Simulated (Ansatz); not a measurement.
# Hg3Se2S: the cost of one run

Computed with Ansatz 0.2.0 (DFT LDA, scalar-relativistic, plane waves, PAW, unless a step's input says otherwise).

### 1 Starting point

It takes space group C2 (No. 5, monoclinic). The conventional cell has a = 6.970 Å, b = 4.024 Å, c = 9.416 Å, α = 90.00°, β = 90.00°, γ = 90.00°. Hg (site symmetry 2) is surrounded by 4 Se at 2.52 to 2.83 Å. Around Hg (site symmetry 1) lie 2 Se at 2.52 to 2.83 Å and 2 S at 2.52 to 2.83 Å. S (site symmetry 2) has 4 Hg at 2.52 to 2.83 Å as nearest neighbours. Around Se (site symmetry 1) lie 4 Hg at 2.52 to 2.83 Å.

As a file:

```
Hg S Se
1.0
     4.02403    0.00000    0.00000
    -2.01201    3.48491    0.00000
     0.00000    0.00000    9.41596
Hg S Se
3 1 2
Direct
  0.66262 0.66262 0.00000
  0.33738 0.00000 0.66667
  0.00000 0.33738 0.33333
  0.56155 0.56155 0.50000
  0.43845 0.00000 0.16667
  0.00000 0.43845 0.83333
```

### 2 Relaxing cell and atoms: Hg3Se2S, no spin, 8.5 GPa

File input.yaml:

```yaml
crystal:
  lattice:
    - [4.02402627, 0.0, 0.0]
    - [-2.01201363, 3.4849089, 0.0]
    - [0.0, 0.0, 9.41596326]
  atoms:
    - { symbol: Hg, position: [0.662618, 0.662618, 0.0] }
    - { symbol: Hg, position: [0.337382, 0.0, 0.666667] }
    - { symbol: Hg, position: [0.0, 0.337382, 0.333333] }
    - { symbol: S, position: [0.561547, 0.561547, 0.5] }
    - { symbol: Se, position: [0.438453, 0.0, 0.166667] }
    - { symbol: Se, position: [0.0, 0.438453, 0.833333] }
scf:
  occupations: { method: gaussian, width: 0.03 }
output:
  forces: true
  stress: true
  eigenvalues: true
  write_density: true
  write_potential: true
  elf: true
  volumetric_format: npy
kpoints:
  mp_grid: { grid: [9, 9, 4] }
hamiltonian:
  xc: lda
relax:
  f_tol: 0.005
  max_steps: 60
  cell: { stress_tol: 0.03, p_target: 8.5 }
```

On the command line:

```sh
ansatz run input.yaml --threads 8 --pin off --max-ram 16384MiB --backend cpu --events-out ev --progress --plain --runs-dir out
```

Q: Estimate wall time and peak memory on 8 threads of Intel Xeon 6975P-C (Granite Rapids), shared host.

About 67 s, with a peak of 1 GiB.
